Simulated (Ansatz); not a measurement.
**Ba2Tl5V3O12 under changes of volume**

One of the cells (21.121 Å³/atom); the others are scaled copies at fixed shape and fractional positions:

```
CELL_PARAMETERS angstrom
6.04370 0.09549 -0.45385
-2.57588 5.54230 0.02961
-1.21315 -2.06132 13.92196
ATOMIC_POSITIONS crystal
Ba 0.88251 0.01561 0.47320
Ba 0.57886 0.79688 0.88922
V 0.26936 0.10580 0.98468
V 0.11629 0.55820 0.33914
V 0.60807 0.30696 0.66552
Tl 0.48361 0.28991 0.38373
Tl 0.08311 0.07485 0.74869
Tl 0.77279 0.89398 0.17719
Tl 0.29791 0.66599 0.60107
Tl 0.97201 0.46636 0.04740
O 0.02458 0.05647 0.04354
O 0.16369 0.86975 0.88754
O 0.33585 0.37289 0.93818
O 0.53308 0.10242 0.04892
O 0.42674 0.67762 0.40063
O 0.95197 0.64202 0.41211
O 0.00696 0.24041 0.32565
O 0.08373 0.64865 0.23032
O 0.85890 0.33214 0.61652
O 0.63673 0.58163 0.72390
O 0.56343 0.09920 0.74423
O 0.34984 0.20226 0.56862
```

The cell was built by a generator and needn't be a form met in nature.

| Quantity | Value |
| --- | --- |
| Program | Ansatz 0.2.0 |
| Functional | PBE |
| Potentials or basis | Ansatz PAW |
| Cutoff | 420 eV (not typed: the program's choice for these potentials) |
| k mesh | 5 × 5 × 2 |
| Occupations | fermi-dirac, width 0.05 eV |
| Spin | collinear spin, ferromagnetic start |
| Starting moments | [0.0, 0.0, 2.0, 2.0, 2.0, 0.0, 0.0, 0.0, 0.0, 0.0, 0.0, 0.0, 0.0, 0.0, 0.0, 0.0, 0.0, 0.0, 0.0, 0.0, 0.0, 0.0] μB |

```tsv
volume (Å³/atom)	energy over the lowest point (meV/atom)	pressure (GPa)	gap on the mesh (eV)	largest force (eV/Å)
19.854	?	?	?	?
20.276	8.68	3.4	3.02	0.888
20.698	2.11	1.6	3.02	0.429
21.121	0.00	0.0	3.02	0.006
21.543	1.92	-1.4	3.02	0.396
21.966	7.47	-2.7	3.01	0.766
22.388	16.26	-3.9	3.00	1.110
```

What does the run at 19.854 Å³/atom give?

Energy over the lowest point 20.25 meV/atom; pressure 5.4 GPa; gap on the mesh 3.01 eV; largest force 1.382 eV/Å.

Worked out: A Birch-Murnaghan fit of order 3 (a polynomial in V^(-2/3)) to the other rows has its minimum at 21.12 Å³/atom with B0 = V·E''(V) = 76 GPa and B' = 4.3 at fixed shape and positions, which overstates the stiffness. It gives 20.22 meV/atom at 19.854 Å³/atom, against the run's 20.25, and -dE/dV = 5.4 GPa, against 5.4. A straight line through the other rows of the gap, of slope -0.186 eV per unit of ln V, extrapolates to 3.03 eV, against the run's 3.01.

Energies are extrapolated to zero smearing.

Caveats: odd divisions of the mesh miss points on the zone boundary, where band edges often lie, so the gap on the mesh can be too wide; spin-orbit coupling is left out, which as a rule narrows the gap of such compounds by several tenths of an eV; the starting moments weren't kept; forces of over 1 eV/Å show positions far from the minimum, so gaps and moduli don't describe the material at rest (some runs).

A mesh can miss the band edges.
